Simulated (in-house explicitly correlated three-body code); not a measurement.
# Two electrons around a charge of +2.34: exact states and exact Kohn–Sham parts

An exercise on one series of results from a longer session: the logs are not shown, and one member is left open.

The numbers are computed with in-house explicitly correlated three-body code version 1 (two electrons, non-relativistic, variational in exponentially correlated functions), except any that are marked as measured or tabulated.

## The system

| Quantity | Value |
| --- | --- |
| charge of the centre | +2.34 |
| mass of the centre | infinite |
| interactions | Coulomb |
| basis | 260 functions exp(−a r1 − b r2 − g r12) a state, exponent ranges optimised |
| units | hartree and bohr; relativity and QED are left out |

Set-up of the first run:

Settings:

```ini
Z = 2.34
interaction_strength = 1.0
functions = 260
states_tried = 13
```

On the command line:

```
$ python run_hyl.py task.json out
```

Among the steps run: Input and results.

One table of the session follows, with a row left open; its other results are not shown here.

| state | binding (eV) | excitation (eV) | ⟨r12⟩ (bohr) |
| --- | --- | --- | --- |
| 1 ¹S | 38.8992 | 0 | 1.165 |
| 2 ³S | 8.02842 | 30.8708 | 3.546 |
| 2 ¹S | 6.86726 | 32.0320 | 4.085 |
| 2 ³P | 6.49515 | 32.4041 | 3.547 |
| 2 ¹P | 6.03538 | 32.8638 | 3.855 |
| 3 ³S | 3.22419 | 35.6750 | 8.548 |
| 3 ¹S | 2.92431 | 35.9749 | 9.399 |
| 3 ³P | 2.83219 | 36.0670 | 8.938 |
| 3 ¹P | 2.69078 | 36.2084 | 9.448 |
| 4 ³S | ? | ? | ? |
| 4 ¹S | 1.61317 | 37.2860 | 16.98 |
| 4 ³P | 1.57669 | 37.3225 | 16.61 |
| 4 ¹P | 1.51667 | 37.3826 | 17.30 |

**Question.** Estimate the row for 4 ³S.

**Answer.** binding (eV): 1.73254; excitation (eV): 37.1667; ⟨r12⟩ (bohr): 15.83. In the column «binding (eV)» it lies between 4 ¹S (1.61317) and 3 ¹P (2.69078).
